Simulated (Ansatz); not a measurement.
# MnH2O2 (Pyrochroite): the cost of one run

Program: Ansatz 0.2.0 through its Python package. Level of theory: DFT PBEsol, plane waves, PAW. These are calculated values, not measurements.

### 1 Starting point

Symmetry: P-3m1, No. 164, trigonal system. The conventional cell has a = 3.250 Å, b = 3.250 Å, c = 4.480 Å, α = 90.00°, β = 90.00°, γ = 120.00°. Mn (site symmetry -3m) is surrounded by 6 O at 2.13 Å. H (site symmetry 3m) has 1 O at 0.99 Å in its first shell of neighbours. O (site symmetry 3m) is surrounded by 1 H at 0.99 Å.

The script holds or builds the structure itself.

### 2 The code

mnh2o2.py reads:

```python
"""k-point test for MnH2O2."""

import warnings

import ansatz
import numpy as np
from tabulate import tabulate


def main() -> None:
    warnings.simplefilter("ignore", ansatz.DeckWarning)

    vectors = np.array([
        [3.25, 0.0, 0.0],
        [-1.625, 2.814583, 0.0],
        [0.0, 0.0, 4.48],
    ])
    mnh2o2 = (
        ansatz.Lattice.of(vectors)
        .atom("Mn", [0.0, 0.0, 0.0])
        .atom("H", [1 / 3, 2 / 3, 0.446])
        .atom("H", [2 / 3, 1 / 3, 0.554])
        .atom("O", [1 / 3, 2 / 3, 0.226])
        .atom("O", [2 / 3, 1 / 3, 0.774])
        .moments(Mn=4)
    )

    setup = (
        mnh2o2.calculation()
        .functional("PBEsol")
        .pseudopotentials("paw")
        .occupations("Fermi-Dirac")
        .spin("collinear")
        .stress()
    )

    rows = []
    for value in [0.8, 0.6, 0.5, 0.4, 0.33]:
        summary = setup.kpoints(spacing=value).run().report
        rows.append((value, summary["free_energy_ev"] / len(summary["lattice"]["sites"]), summary["n_iterations"], sum(summary["stress_gpa"][i][i] for i in range(3)) / 3, summary["magnetization_mub"], summary["n_kpoints"]))

    print(tabulate(rows, headers=["spacing (1/A)", "F/atom (eV)", "iterations", "P (GPa)", "moment (muB)", "k-points"], floatfmt=".4f", tablefmt="github"))

    # differences from the last row
    for row in rows[:-1]:
        shift = 1000 * (row[1] - rows[-1][1])
        print(f"{row[0]}: {shift:+.2f} meV/atom" + ("  (within 2 meV)" if abs(shift) < 2 else ""))


if __name__ == "__main__":
    main()
```

### 3 The run

On the command line:

```
$ python mnh2o2.py
```

What time and memory should one allow on 1 thread of Arm Neoverse V2, shared host?

About 15 s, with a peak of 0.41 GiB.
